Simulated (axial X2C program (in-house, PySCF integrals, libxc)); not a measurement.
# All-electron X2C curves of TeRu⁻, part 2 of 2

Computed with an in-house X2C program for linear molecules on PySCF integrals; all-electron X2C, Te dyall-acv3z, Ru dyall-acv3z. Earlier steps stand in the parts before.

### Step 9. PBE0, 2c

State followed: Ω = 7/2 (excess of +ω over −ω: ω = -1/2, ω = 3/2, ω = 5/2). The scan is laid around 2.462 Å, a first estimate of the minimum, and this SCF restarts from the orbitals of the search.

The SCF at the reference distance of 2.462 Å:

```text
two-component X2C + atomic mean field  PBE0
basis functions 299  fitting functions 1432  grid points 5802
iter        total energy     max residual
   1     -11308.140803607     1.89e+01
   2     -11318.858645116     5.41e-02
   3     -11312.975866054     3.49e-01
   4     -11318.554106149     1.32e-01
   5     -11318.956896539     2.21e-02
   6     -11318.965054541     1.72e-02
   7     -11318.974362268     7.14e-03
   8     -11318.976099139     2.49e-03
   9     -11318.976388528     7.62e-04
  10     -11318.976423892     3.12e-04
  11     -11318.976431345     1.29e-04
  12     -11318.976432833     1.94e-05
  13     -11318.976432917     8.91e-06
  14     -11318.976432929     1.59e-06
  15     -11318.976432930     1.25e-06
converged
one-electron -16558.17564922  Coulomb 5065.55080551  exact exchange -76.79140831  xc functional -235.05518732  nuclear repulsion 491.77800917  atomic mean-field constant -6.28300276
```

Along the bond, energies from the lowest point:

| R (Å) | E (eV) | μ (D) | HOMO (eV) | LUMO (eV) | iterations |
| --- | --- | --- | --- | --- | --- |
| 2.142 | 0.9578 | 1.16 | -0.16 | 1.80 | 19 |
| 2.240 | 0.3759 | 1.55 | -0.21 | 1.78 | 18 |
| 2.314 | 0.1400 | 1.88 | -0.26 | 1.75 | 18 |
| 2.388 | 0.0260 | 2.22 | -0.32 | 1.70 | 18 |
| 2.462 | 0.0000 | 2.56 | -0.40 | 1.64 | 15 |
| 2.548 | 0.0481 | 2.93 | -0.49 | 1.56 | 18 |
| 2.634 | 0.1521 | 3.26 | -0.49 | 1.46 | 18 |
| 2.745 | 0.3347 | 3.59 | -0.49 | 1.35 | 19 |
| 2.881 | 0.5903 | 3.81 | -0.49 | 1.23 | 18 |
| 3.078 | 0.9584 | 3.79 | -0.54 | 1.11 | 18 |

Dipoles are positive if Ru is the positive end and refer to the centre of mass.

Outer spinors at the reference distance:

```
   ω  occupied  ε (eV)              atomic character     λ mixture
 1/2       yes  -10.81  71% Te s, 11% Ru d, 10% Ru p        100% σ
-1/2       yes  -10.63  71% Te s, 11% Ru d, 10% Ru p        100% σ
-1/2       yes   -3.48            84% Ru d, 14% Te p        100% π
 1/2       yes   -3.32   56% Ru d, 36% Te p, 4% Te s   99% σ, 1% π
 3/2       yes   -3.30            88% Ru d, 10% Te p        100% π
-1/2       yes   -2.80   53% Te p, 37% Ru d, 4% Te s   97% σ, 3% π
-3/2       yes   -2.49                      99% Ru d   99% δ, 1% π
 5/2       yes   -2.22                      99% Ru d        100% δ
 1/2       yes   -1.59   58% Te p, 30% Ru d, 5% Ru s  80% π, 20% σ
-3/2       yes   -1.04   63% Te p, 29% Ru d, 6% Ru p        100% π
 1/2       yes   -1.02  39% Te p, 33% Ru s, 23% Ru d  82% σ, 18% π
-1/2       yes   -0.89  67% Te p, 19% Ru d, 10% Ru p   96% π, 4% σ
 3/2       yes   -0.80             96% Ru d, 2% Te p   98% δ, 2% π
 3/2       yes   -0.48  69% Te p, 16% Ru d, 11% Ru p   98% π, 2% δ
-1/2       yes   -0.40  41% Ru d, 31% Ru s, 24% Te p   98% σ, 2% π
 1/2        no    1.64  45% Ru p, 36% Ru s, 10% Te p   99% σ, 1% π
-1/2        no    1.76            74% Ru p, 22% Ru s        100% σ
 1/2        no    1.90    85% Ru p, 5% Ru s, 5% Te p   97% σ, 3% π
 1/2        no    1.95                      98% Ru p   97% π, 3% σ
```

PBE0 fields in the half plane through the axis: z from -2.4 to 4.8 Å across, distance from the axis 0.15 to 2.25 Å upwards; Te lies at z = 0 and Ru at z = 2.462 Å; the ELF is damped to zero where the density is low.

log10 density (e/bohr³). Ten even steps from ' ' (-3.86 ) to '@' (1.83 ):
```
      ......::::::::::::::::::::::::........      
    ....::::::::::::::::::::::::::::::::......    
  ....::::----------------------------::::....    
....::::------======--------------------::::....  
....::----================--==========----::....  
..::::--====++++++++++========++**++++==--::::..  
..::::--====++**##**++++====++**##****++==--::..  
..::----==++**%%@@%%**++==++**##@@%%**++==--::..  
```

ELF. Ten even steps from ' ' (0.01 ) to '@' (0.81 ):
```
      ::--==++****++==--::::::--======--::..      
    ::--++####%%%%##**==--::----======----::..    
  ..--++##%%@@@@@@%%%%**==------======--::....    
  ::==**%%@@@@@@@@@@%%##++--::--====--::::..      
..::++##@@@@%%##****##%%**::::--====--::..        
..--**%%@@%%==----::--****::::**%%##++::..        
..--**%%%%++--%%@@%%--==**--**@@**%%%%==..        
..--**%%%%--****@@**++--**==@@--%%++@@##::        
```

Re = 2.451 Å, ωe = 239.4 cm⁻¹, ωexe = 0.686 cm⁻¹, Be = 0.04912 cm⁻¹, De = 2.43 eV, μ = 2.51 D.

### Step 10. HF, 2c

The SCF at the reference distance of 2.462 Å:

```text
two-component X2C + atomic mean field  HF
basis functions 299  fitting functions 1432  grid points 5802
iter        total energy     max residual
   1     -11314.295470536     2.97e-01
   2     -11314.345128775     9.24e-03
   3     -11314.351524123     1.20e-02
   4     -11314.354168193     5.32e-03
   5     -11314.355741952     2.61e-03
   6     -11314.356328958     1.40e-03
   7     -11314.356638256     9.86e-04
   8     -11314.356853588     8.58e-04
   9     -11314.357005889     7.34e-04
  10     -11314.357142901     7.58e-04
  11     -11314.357312936     6.32e-04
  12     -11314.357486771     3.51e-04
  13     -11314.357538219     2.20e-04
  14     -11314.357561104     1.90e-04
  15     -11314.357574165     1.68e-04
  16     -11314.357583168     1.35e-04
  17     -11314.357595160     6.52e-05
  18     -11314.357598059     2.79e-05
  19     -11314.357598622     1.83e-05
  20     -11314.357598768     1.43e-05
  21     -11314.357598847     1.39e-05
  22     -11314.357598904     1.11e-05
  23     -11314.357598924     1.01e-05
  24     -11314.357598927     9.48e-06
  25     -11314.357598938     5.15e-06
  26     -11314.357598939     4.26e-06
  27     -11314.357598940     2.81e-06
converged
one-electron -16556.54602131  Coulomb 5064.06929622  exact exchange -307.37588026  xc functional 0.00000000  nuclear repulsion 491.77800917  atomic mean-field constant -6.28300276
```

No constants are quoted: the dipole of the solution doesn't run smoothly along the scan, a sign that its character may change, so the fit is set aside.

### Step 11. PW91, 2c

Output at 2.462 Å:

```text
two-component X2C + atomic mean field  PW91
basis functions 299  fitting functions 1432  grid points 5802
iter        total energy     max residual
   1     -11320.568912919     1.16e-01
   2     -11320.566652909     2.09e-02
   3     -11319.776466813     1.37e-01
   4     -11320.553358436     2.24e-02
   5     -11320.577170771     7.59e-03
   6     -11320.578181222     6.03e-03
   7     -11320.579176591     7.39e-04
   8     -11320.579205487     2.44e-04
   9     -11320.579209444     1.86e-04
  10     -11320.579210386     5.86e-05
  11     -11320.579210423     4.57e-05
  12     -11320.579210477     9.11e-06
  13     -11320.579210479     1.55e-06
  14     -11320.579210479     1.32e-07
converged
one-electron -16557.80094557  Coulomb 5065.14153961  exact exchange 0.00000000  xc functional -313.41481093  nuclear repulsion 491.77800917  atomic mean-field constant -6.28300276
```

Re = 2.440 Å, ωe = 250.0 cm⁻¹, ωexe = 0.636 cm⁻¹, Be = 0.0496 cm⁻¹, De = 3.08 eV, μ = 0.81 D.

### Step 12. Correlated methods, 2c

Correlated methods: 15 electrons correlated (frozen shells, counted by type: Te 4 s, 3 p, 2 d; Ru 4 s, 3 p, 1 d), 386 virtual spinors in MP2, 90 natural virtuals in coupled cluster.

Output of the correlated part at 2.462 Å:

```text
correlated 15  virtual 386  natural virtual 90  E(MP2) -0.381181937  MP2 remainder -0.043722306
iter   CCSD correlation   residual
   1     -0.334720262   1.63e-01
   2     -0.344254050   7.95e-02
   3     -0.348792455   4.52e-02
   4     -0.350145658   2.62e-02
   5     -0.351120649   1.43e-02
   6     -0.351371366   6.23e-03
   7     -0.351446354   2.89e-03
   8     -0.351479040   1.42e-03
   9     -0.351465122   8.06e-04
  10     -0.351474929   3.95e-04
  11     -0.351469233   1.80e-04
  12     -0.351472068   9.15e-05
  13     -0.351471618   4.96e-05
  14     -0.351471644   2.85e-05
  15     -0.351471725   1.62e-05
  16     -0.351471775   8.98e-06
  17     -0.351471746   5.05e-06
  18     -0.351471770   2.96e-06
  19     -0.351471732   1.56e-06
  20     -0.351471750   8.42e-07
(T) -0.018407051  T1 0.0662  D1 0.1575  max T2 0.043
```

MP2: No constants are quoted: the dipole of the HF reference doesn't run smoothly along the scan, a sign that its character may change, so the fit is set aside.

CCSD: No constants are quoted: the dipole of the HF reference doesn't run smoothly along the scan, a sign that its character may change, so the fit is set aside.

CCSD(T): No constants are quoted: the dipole of the HF reference doesn't run smoothly along the scan, a sign that its character may change, so the fit is set aside.

### Step 13. A higher determinant, 2c

State: Ω = 1/2 (excess of +ω over −ω: ω = 1/2).

Output at the reference distance:

```text
two-component X2C + atomic mean field  PBE0
basis functions 299  fitting functions 1432  grid points 5802
iter        total energy     max residual
   1     -11308.138202653     1.88e+01
   2     -11318.850517685     5.40e-02
   3     -11312.975989464     3.69e-01
   4     -11318.632681294     1.15e-01
   5     -11318.961559660     7.32e-03
   6     -11318.957936326     1.57e-02
   7     -11318.967439931     5.62e-03
   8     -11318.968601409     1.46e-03
   9     -11318.968736028     4.01e-04
  10     -11318.968752866     2.78e-04
  11     -11318.968759720     1.22e-04
  12     -11318.968761705     4.30e-05
  13     -11318.968761886     2.35e-05
  14     -11318.968761932     1.01e-05
  15     -11318.968761940     4.60e-06
  16     -11318.968761942     1.11e-06
  17     -11318.968761942     7.25e-07
converged
one-electron -16558.12197014  Coulomb 5065.50296859  exact exchange -76.79107292  xc functional -235.05369388  nuclear repulsion 491.77800917  atomic mean-field constant -6.28300276
```

```
R (Å)  E above the lowest PBE0 point (eV)
2.142                               1.163
2.240                               0.582
2.314                               0.347
2.388                               0.234
2.462                               0.209
2.548                               0.258
2.634                               0.363
2.745                               0.547
2.881                               0.805
```

Re = 2.450 Å, ωe = 240.1 cm⁻¹, ωexe = 0.682 cm⁻¹, Be = 0.04917 cm⁻¹, μ = 2.47 D. Te = 0.21 eV. As a difference of two determinants it need not be a gap between pure terms.

### Step 14. The 2c curves together

Energy (eV) of the followed determinant, 2c, from each level's lowest point:

```csv
R (Å),PBE0,HF (dipole not smooth),MP2 (HF's dipole not smooth),CCSD (HF's dipole not smooth),CCSD(T) (HF's dipole not smooth),PW91
2.142,0.958,1.998,0.913,n/a,n/a,0.933
2.240,0.376,1.171,0.336,0.454,0.414,0.353
2.314,0.140,0.761,0.104,0.184,0.156,0.122
2.388,0.026,0.481,0.000,0.043,0.028,0.016
2.462,0.000,0.297,0.007,0.000,0.000,0.000
2.548,0.048,0.163,0.152,0.048,0.070,0.063
2.634,0.152,0.081,0.363,0.164,0.209,0.184
2.745,0.335,0.022,0.593,0.340,0.415,0.392
2.881,0.590,0.000,0.811,n/a,n/a,0.684
3.078,0.958,0.028,1.069,n/a,n/a,1.118
```

The whole job took 8.3 min on 1 thread of Arm Neoverse V2, shared host; peak memory 1.2 GiB.

### Step 15. Results

What follows sums up all 2 parts.

Lowest determinant that the search found at its distance, spin-free: M_S = 3/2, Λ = 2 (beyond closed shells: π+α, π-α, δ+α, δ+β, δ-α).

Lowest determinant that the search found at its distance, 2c: Ω = 7/2 (excess of +ω over −ω: ω = -1/2, ω = 3/2, ω = 5/2).

```csv
Hamiltonian,level,Re (Å),ωe (cm⁻¹),De (eV),μ (D)
spin-free,PBE0,2.447,243.6,2.58,2.59
spin-free,PW91,2.437,253.0,3.19,0.86
2c,PBE0,2.451,239.4,2.43,2.51
2c,PW91,2.440,250.0,3.08,0.81
```

Dipoles are positive if Ru is the positive end and refer to the centre of mass. No constants: spin-free HF (the dipole of the solution doesn't run smoothly along the scan, a sign that its character may change, so the fit is set aside); spin-free MP2 (the dipole of the HF reference doesn't run smoothly along the scan, a sign that its character may change, so the fit is set aside); spin-free CCSD (the dipole of the HF reference doesn't run smoothly along the scan, a sign that its character may change, so the fit is set aside); spin-free CCSD(T) (the dipole of the HF reference doesn't run smoothly along the scan, a sign that its character may change, so the fit is set aside); 2c HF (the dipole of the solution doesn't run smoothly along the scan, a sign that its character may change, so the fit is set aside); 2c MP2 (the dipole of the HF reference doesn't run smoothly along the scan, a sign that its character may change, so the fit is set aside); 2c CCSD (the dipole of the HF reference doesn't run smoothly along the scan, a sign that its character may change, so the fit is set aside); 2c CCSD(T) (the dipole of the HF reference doesn't run smoothly along the scan, a sign that its character may change, so the fit is set aside).

Time per point (s) on 1 thread of Arm Neoverse V2, shared host (2c runs); the times are rough: PBE0 3.4, PW91 0.98.

**Reading.** At PBE0, going from spin-free to two-component changes Re by +4 mÅ, ωe by -1.7 %; the spin-free picture holds up (part of it comes from the scalar share of the two-electron terms). It costs about 1.7 times the time. De moves by -0.15 eV; both De rest on single-determinant atoms, which can miss part of an open shell's spin–orbit lowering. The highest occupied level is positive near Re at PW91 spin-free, PW91 2c: there the basis may hold the extra electron.

De refers to Te- + Ru, each in the lowest determinant found, which need not be this curve's own limit. The state is a single determinant with fixed occupations, the lowest that a limited PBE0 search found. De is counted from the lowest determinant-based energies of the atoms at the same level, without counterpoise correction. Density functionals use the spin component along the axis (collinear). With several unpaired electrons one determinant need not be a pure state.
